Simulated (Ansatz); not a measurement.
# CH9BOSi2: the cost of one run

All numbers below are computed with Ansatz 0.2.0 (RKS PBE0-D4/def2-SVP).

**1. The structure to begin with**

Bond lengths: B1–Si2 1.889 Å, Si2–O3 1.731 Å, O3–C4 1.389 Å, C4–Si5 1.834 Å, B1–H6 1.186 Å, B1–H7 1.207 Å, Si2–H8 1.470 Å, Si2–H9 1.509 Å, C4–H10 1.071 Å, C4–H11 1.189 Å, Si5–H12 1.498 Å, Si5–H13 1.525 Å, Si5–H14 1.438 Å. Angles (14 of 22 angles, heavy atoms first): B1–Si2–O3 110.1°, Si2–O3–C4 111.3°, O3–C4–Si5 111.4°, B1–Si2–H8 110.8°, B1–Si2–H9 107.7°, O3–Si2–H8 109.6°, O3–Si2–H9 109.3°, Si2–B1–H6 123.3°, Si2–B1–H7 119.7°, O3–C4–H10 113.3°, O3–C4–H11 104.9°, Si5–C4–H10 111.4°, Si5–C4–H11 106.3°, C4–Si5–H12 107.1°.

Coordinates:

```xyz
14

B    -1.8934   -1.1884    1.5317
Si   -0.0204   -1.2420    1.2919
O     0.5343    0.2446    0.5990
C     0.5049    0.1968   -0.7889
Si    1.0235    1.7948   -1.5253
H    -2.4148   -1.2251    2.5963
H    -2.6121   -0.9805    0.5841
H     0.3619   -2.3651    0.4232
H     0.6102   -1.4247    2.6510
H     1.0636   -0.6206   -1.1963
H    -0.6436    0.0593   -1.0661
H     2.4510    2.0197   -1.1313
H     0.1593    2.9298   -0.9868
H     0.8625    1.7722   -2.9538
```

**2. End point A**

Contents of input.yaml:

```yaml
crystal:
  periodic: [false, false, false]
  atoms:
    - { symbol: B, position_ang: [-1.8934, -1.1884, 1.5317] }
    - { symbol: Si, position_ang: [-0.0204, -1.242, 1.2919] }
    - { symbol: O, position_ang: [0.5343, 0.2446, 0.599] }
    - { symbol: C, position_ang: [0.5049, 0.1968, -0.7889] }
    - { symbol: Si, position_ang: [1.0235, 1.7948, -1.5253] }
    - { symbol: H, position_ang: [-2.4148, -1.2251, 2.5963] }
    - { symbol: H, position_ang: [-2.6121, -0.9805, 0.5841] }
    - { symbol: H, position_ang: [0.3619, -2.3651, 0.4232] }
    - { symbol: H, position_ang: [0.6102, -1.4247, 2.651] }
    - { symbol: H, position_ang: [1.0636, -0.6206, -1.1963] }
    - { symbol: H, position_ang: [-0.6436, 0.0593, -1.0661] }
    - { symbol: H, position_ang: [2.451, 2.0197, -1.1313] }
    - { symbol: H, position_ang: [0.1593, 2.9298, -0.9868] }
    - { symbol: H, position_ang: [0.8625, 1.7722, -2.9538] }
basis:
  gaussian: { orbitals: def2-SVP }
hamiltonian:
  xc: pbe0
  dispersion: d4
relax:
  f_tol: 0.02
  max_steps: 50
```

Run with:

```bash
> ansatz run input.yaml --threads 2 --pin off --max-ram 3072MiB --backend cpu --events-out ev --progress --plain --runs-dir out
```

What time and memory should one allow on 2 threads of Arm Neoverse V1, shared host?

About 49 s, with a peak of 0.29 GiB.
